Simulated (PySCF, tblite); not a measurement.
# C5H7FO3: a rotation path, then NMR shifts on frames, part 2 of 2

tblite 0.8.0 and PySCF 2.14.0. Atoms count from 0.

### 5 NMR shieldings: image 5, PBE0/pcSseg-1

What the job is given:

```
{"job": {"kind": "nmr", "xc": "PBE0", "basis": "pcSseg-1", "pop": false}, "charge": 0, "multiplicity": 1}
C      2.931900     0.133900     0.050000
O      1.739400    -0.313800    -0.585400
C      0.557100     0.154300    -0.107300
F      0.731100     1.288500     0.653400
O     -0.385600     0.386500    -1.110800
C     -1.402900    -0.450300    -0.513700
C     -2.626800     0.306100    -0.025200
C     -0.425400    -0.835500     0.581700
O     -0.410700    -1.554200     1.527100
H      3.733800    -0.376400    -0.476800
H      3.044700     1.214700    -0.050700
H      2.939200    -0.138200     1.107900
H     -1.674600    -1.265300    -1.191600
H     -2.319300     1.138100     0.604200
H     -3.251200    -0.372400     0.550700
H     -3.188100     0.692800    -0.870600
```

With the program's defaults for keys left out, this is: GIAO PBE0/pcSseg-1 NMR shielding, non-relativistic, gas phase.

Standard output:

```text
coarse grid: 14120 points
cycle   1  E = -519.2695658892  dE =  1.619e+00  |g| = 1.156e+00  |ddm| = 3.591e+00
cycle   2  E = -518.6142873186  dE =  6.553e-01  |g| = 2.242e+00  |ddm| = 2.273e+00
cycle   3  E = -519.4944192710  dE = -8.801e-01  |g| = 2.892e-01  |ddm| = 1.713e+00
cycle   4  E = -519.5080801871  dE = -1.366e-02  |g| = 1.189e-01  |ddm| = 2.923e-01
cycle   5  E = -519.5103666383  dE = -2.286e-03  |g| = 2.560e-02  |ddm| = 9.993e-02
cycle   6  E = -519.5104831074  dE = -1.165e-04  |g| = 9.327e-03  |ddm| = 2.246e-02
cycle   7  E = -519.5104973757  dE = -1.427e-05  |g| = 2.726e-03  |ddm| = 7.356e-03
cycle   8  E = -519.5104986448  dE = -1.269e-06  |g| = 5.605e-04  |ddm| = 2.423e-03
final grid: 138872 points
cycle   9  E = -519.6039573361  dE = -2.384e-05  |g| = 1.700e-02  |ddm| = 2.606e-02
cycle  10  E = -519.6038488902  dE =  1.084e-04  |g| = 2.991e-02  |ddm| = 2.873e-02
cycle  11  E = -519.6040072384  dE = -1.583e-04  |g| = 3.707e-03  |ddm| = 2.011e-02
cycle  12  E = -519.6040097466  dE = -2.508e-06  |g| = 4.597e-04  |ddm| = 2.677e-03
cycle  13  E = -519.6040097786  dE = -3.203e-08  |g| = 2.244e-04  |ddm| = 5.573e-04
cycle  14  E = -519.6040097878  dE = -9.163e-09  |g| = 5.174e-05  |ddm| = 1.757e-04
cycle  15  E = -519.6040097881  dE = -3.666e-10  |g| = 1.592e-05  |ddm| = 3.986e-05
converged SCF energy = -519.6040097881

GIAO shielding tensors (ppm)
atom      isotropic    diamagn.    paramagn.     s11        s22        s33       span
  0 C      131.098     242.944    -111.846    102.717    108.978    181.598     78.881
  1 O      255.441     397.189    -141.748    213.778    234.330    318.213    104.435
  2 C       50.210     247.468    -197.258     28.866     37.275     84.489     55.623
  3 F      272.373     477.141    -204.768    204.837    277.763    334.519    129.682
  4 O      179.786     401.371    -221.585    100.695    178.029    260.635    159.940
  5 C       93.839     254.685    -160.846     60.376     86.689    134.452     74.077
  6 C      167.186     246.369     -79.182    150.173    165.813    185.572     35.399
  7 C      -21.960     252.490    -274.451   -102.074    -34.632     70.825    172.899
  8 O     -296.917     399.031    -695.948   -831.370   -376.875    317.494   1148.864
  9 H       27.872      27.380       0.492     24.078     25.650     33.889      9.810
 10 H       27.722      28.576      -0.854     23.564     25.883     33.720     10.156
 11 H       27.984      28.914      -0.930     23.861     25.877     34.215     10.353
 12 H       26.595      30.602      -4.008     22.808     27.203     29.774      6.965
 13 H       30.199      29.477       0.723     26.302     29.979     34.317      8.014
 14 H       30.444      27.808       2.636     26.126     28.054     37.152     11.026
 15 H       29.919      27.531       2.389     26.165     27.614     35.979      9.814
```

Wall time 22 s (1 thread of Arm Neoverse V2, shared host); peak memory 0.95 GiB.

Key values: δ C7 208.9, C2 136.7, C5 93.1, C0 55.8, H12 5.12, H10 3.99 ppm.

### 6 Nuclear shieldings: image 6, PBE0/pcSseg-1

What the job is given:

```
{"job": {"kind": "nmr", "xc": "PBE0", "basis": "pcSseg-1", "pop": false}, "charge": 0, "multiplicity": 1}
C      2.894800     0.068000     0.091600
O      1.741000    -0.170500    -0.709000
C      0.555100     0.247700    -0.200600
F      0.707400     1.425800     0.508100
O     -0.425200     0.396000    -1.176300
C     -1.388000    -0.452000    -0.505900
C     -2.624700     0.275600    -0.005500
C     -0.357100    -0.749000     0.567800
O     -0.277600    -1.433700     1.535800
H      3.717400    -0.377000    -0.462000
H      3.062500     1.139800     0.212100
H      2.799100    -0.401100     1.073300
H     -1.650300    -1.305000    -1.139100
H     -2.332000     1.142900     0.582000
H     -3.201700    -0.404800     0.615900
H     -3.228400     0.606400    -0.845400
```

With the program's defaults for keys left out, this is: GIAO PBE0/pcSseg-1 NMR shielding, non-relativistic, gas phase.

Standard output:

```text
coarse grid: 14120 points
cycle   1  E = -519.2714031791  dE =  1.617e+00  |g| = 1.157e+00  |ddm| = 3.588e+00
cycle   2  E = -518.6160661391  dE =  6.553e-01  |g| = 2.244e+00  |ddm| = 2.239e+00
cycle   3  E = -519.4964931122  dE = -8.804e-01  |g| = 2.874e-01  |ddm| = 1.688e+00
cycle   4  E = -519.5099620732  dE = -1.347e-02  |g| = 1.195e-01  |ddm| = 2.894e-01
cycle   5  E = -519.5122731433  dE = -2.311e-03  |g| = 2.517e-02  |ddm| = 9.883e-02
cycle   6  E = -519.5123872722  dE = -1.141e-04  |g| = 9.099e-03  |ddm| = 2.195e-02
cycle   7  E = -519.5124008569  dE = -1.358e-05  |g| = 2.733e-03  |ddm| = 7.284e-03
cycle   8  E = -519.5124021272  dE = -1.270e-06  |g| = 5.558e-04  |ddm| = 2.392e-03
final grid: 138872 points
cycle   9  E = -519.6057083385  dE = -2.351e-05  |g| = 1.708e-02  |ddm| = 2.689e-02
cycle  10  E = -519.6055988758  dE =  1.095e-04  |g| = 3.005e-02  |ddm| = 2.862e-02
cycle  11  E = -519.6057587103  dE = -1.598e-04  |g| = 3.679e-03  |ddm| = 1.997e-02
cycle  12  E = -519.6057611846  dE = -2.474e-06  |g| = 4.751e-04  |ddm| = 2.626e-03
cycle  13  E = -519.6057612192  dE = -3.461e-08  |g| = 2.257e-04  |ddm| = 5.725e-04
cycle  14  E = -519.6057612286  dE = -9.338e-09  |g| = 5.199e-05  |ddm| = 1.777e-04
cycle  15  E = -519.6057612289  dE = -3.590e-10  |g| = 1.696e-05  |ddm| = 3.891e-05
converged SCF energy = -519.6057612289

GIAO shielding tensors (ppm)
atom      isotropic    diamagn.    paramagn.     s11        s22        s33       span
  0 C      131.024     243.440    -112.416    102.104    108.110    182.859     80.755
  1 O      250.514     397.051    -146.537    220.957    226.184    304.401     83.444
  2 C       50.369     247.720    -197.351     30.996     37.255     82.857     51.861
  3 F      271.478     477.360    -205.881    206.043    267.400    340.993    134.949
  4 O      186.135     401.246    -215.111    110.350    185.621    262.435    152.085
  5 C       93.512     254.849    -161.337     60.027     85.990    134.519     74.493
  6 C      167.272     246.410     -79.139    150.261    166.015    185.539     35.278
  7 C      -21.796     252.358    -274.154   -102.173    -35.695     72.481    174.654
  8 O     -295.146     399.460    -694.607   -827.340   -375.551    317.452   1144.793
  9 H       27.880      27.436       0.444     24.054     25.649     33.936      9.883
 10 H       27.688      28.666      -0.978     23.471     26.072     33.522     10.051
 11 H       27.950      29.259      -1.309     23.649     26.127     34.073     10.424
 12 H       26.569      30.693      -4.124     22.823     27.185     29.699      6.876
 13 H       30.153      29.472       0.681     26.246     29.930     34.283      8.037
 14 H       30.448      27.884       2.565     26.132     28.064     37.148     11.016
 15 H       29.906      27.481       2.425     26.152     27.578     35.987      9.835
```

Run time: 22 s. Hardware: 1 thread of Arm Neoverse V2, shared host; peak memory 0.89 GiB.

Key values: δ C7 208.7, C2 136.6, C5 93.4, C0 55.9, H12 5.15, H10 4.03 ppm.

### 7 Nuclear shieldings: image 8, PBE0/pcSseg-1

What the job is given:

```
{"job": {"kind": "nmr", "xc": "PBE0", "basis": "pcSseg-1", "pop": false}, "charge": 0, "multiplicity": 1}
C      2.802300    -0.058600     0.127400
O      1.752900     0.075400    -0.829900
C      0.554400     0.423600    -0.309500
F      0.645400     1.663100     0.315500
O     -0.471500     0.427300    -1.244500
C     -1.331500    -0.448000    -0.472800
C     -2.609200     0.216700     0.012200
C     -0.235300    -0.578400     0.567900
O     -0.050000    -1.187300     1.573100
H      3.672100    -0.363700    -0.447800
H      2.995800     0.894900     0.623500
H      2.556700    -0.819500     0.872300
H     -1.542800    -1.366800    -1.029400
H     -2.371800     1.139700     0.535600
H     -3.129600    -0.458700     0.685900
H     -3.245400     0.449300    -0.837000
```

Level: GIAO PBE0/pcSseg-1 NMR shielding, non-relativistic, gas phase.

Standard output:

```text
coarse grid: 14120 points
cycle   1  E = -519.2729334605  dE =  1.617e+00  |g| = 1.158e+00  |ddm| = 3.584e+00
cycle   2  E = -518.6223494073  dE =  6.506e-01  |g| = 2.241e+00  |ddm| = 2.188e+00
cycle   3  E = -519.4982275199  dE = -8.759e-01  |g| = 2.863e-01  |ddm| = 1.649e+00
cycle   4  E = -519.5116341475  dE = -1.341e-02  |g| = 1.193e-01  |ddm| = 2.862e-01
cycle   5  E = -519.5139462350  dE = -2.312e-03  |g| = 2.422e-02  |ddm| = 9.606e-02
cycle   6  E = -519.5140544732  dE = -1.082e-04  |g| = 8.673e-03  |ddm| = 2.101e-02
cycle   7  E = -519.5140668320  dE = -1.236e-05  |g| = 2.734e-03  |ddm| = 7.064e-03
cycle   8  E = -519.5140680952  dE = -1.263e-06  |g| = 5.487e-04  |ddm| = 2.321e-03
final grid: 138872 points
cycle   9  E = -519.6069743360  dE = -2.310e-05  |g| = 1.715e-02  |ddm| = 2.905e-02
cycle  10  E = -519.6068639335  dE =  1.104e-04  |g| = 3.019e-02  |ddm| = 2.852e-02
cycle  11  E = -519.6070252369  dE = -1.613e-04  |g| = 3.652e-03  |ddm| = 1.975e-02
cycle  12  E = -519.6070276718  dE = -2.435e-06  |g| = 4.854e-04  |ddm| = 2.578e-03
cycle  13  E = -519.6070277085  dE = -3.673e-08  |g| = 2.239e-04  |ddm| = 5.643e-04
cycle  14  E = -519.6070277178  dE = -9.271e-09  |g| = 5.317e-05  |ddm| = 1.817e-04
cycle  15  E = -519.6070277182  dE = -3.678e-10  |g| = 1.772e-05  |ddm| = 3.853e-05
converged SCF energy = -519.6070277182

GIAO shielding tensors (ppm)
atom      isotropic    diamagn.    paramagn.     s11        s22        s33       span
  0 C      130.882     244.623    -113.741    101.092    107.042    184.511     83.419
  1 O      244.032     397.247    -153.215    203.103    238.118    290.876     87.773
  2 C       50.965     248.579    -197.614     31.822     38.640     82.432     50.610
  3 F      267.603     477.055    -209.452    213.794    235.712    353.303    139.509
  4 O      189.747     401.363    -211.616    113.740    192.228    263.273    149.533
  5 C       92.618     254.626    -162.007     58.947     84.979    133.929     74.983
  6 C      167.360     246.269     -78.910    150.183    166.367    185.529     35.346
  7 C      -21.756     252.515    -274.271   -102.629    -38.567     75.928    178.557
  8 O     -302.123     400.032    -702.155   -844.475   -378.146    316.253   1160.728
  9 H       27.869      27.555       0.315     23.951     25.704     33.953     10.002
 10 H       27.759      28.743      -0.984     23.723     26.110     33.444      9.721
 11 H       27.670      29.758      -2.088     22.985     26.643     33.381     10.396
 12 H       26.511      30.839      -4.328     22.922     27.086     29.524      6.602
 13 H       30.094      29.421       0.673     26.187     29.835     34.259      8.072
 14 H       30.442      27.989       2.453     26.132     28.005     37.189     11.058
 15 H       29.868      27.451       2.417     26.095     27.570     35.937      9.842
```

Wall time 22 s (1 thread of Arm Neoverse V2, shared host); peak memory 0.89 GiB.

In short: δ C7 208.7, C2 136.0, C5 94.3, C0 56.0, H12 5.21, H11 4.05 ppm.

### 8 Comparing the runs: NMR shifts

Shifts (ppm) of some atoms, chosen among heavy atoms and hydrogens apart, with basis size and wall time:

```
  frame     C7   H10   H11     O8     O4    O1      F3  functions  time
image 0  203.2  3.92  3.87  638.3  143.0  87.0   -91.8        188  22 s
image 2  206.6  3.73  3.94  641.4  158.3  81.4   -95.4        188  21 s
image 5  208.9  3.99  3.73  633.0  156.3  80.6  -101.4        188  22 s
image 6  208.7  4.03  3.77  631.2  149.9  85.6  -100.5        188  22 s
image 8  208.7  3.96  4.05  638.2  146.3  92.0   -96.7        188  22 s
```

### 9 What came out

This closing draws on all 2 parts.

| quantity | value |
| --- | --- |
| barrier | 0.179 eV (4.1 kcal/mol) at image 5 |
| end to end (GFN2-xTB) | 0.115 eV |
| 13C shifts against TMS (PBE0/pcSseg-1, image 0) | 203.2, 136.1, 94.0, 51.4, 19.7 ppm |
| 1H shifts against TMS (PBE0/pcSseg-1, image 0) | 5.18, 3.92, 3.87, 3.70, 1.81, 1.58, 1.32 ppm |
| 17O shifts against H2O (PBE0/pcSseg-1, image 0) | 638.3, 143.0, 87.0 ppm |
| 19F shifts against CFCl3 (PBE0/pcSseg-1, image 0) | -91.8 ppm |
| range of the shift of O4 | 143.0 to 158.3 ppm |

What this shows: Along the band the dihedral turns by 124°, and the top (dihedral 143°) lies 4.1 kcal/mol above the start (GFN2-xTB, rough), so at room temperature this motion is fast. The top was not checked by a frequency run. Shifts at one fixed geometry are not the observed spectrum, which averages over the motion. In the first frame run (image 0): Shielding is most anisotropic at O8 (span 1169 ppm, paramagnetic term -699 ppm). Across the 5 runs the shift of O4 moves most, between 143.0 (image 0) and 158.3 ppm (image 2).
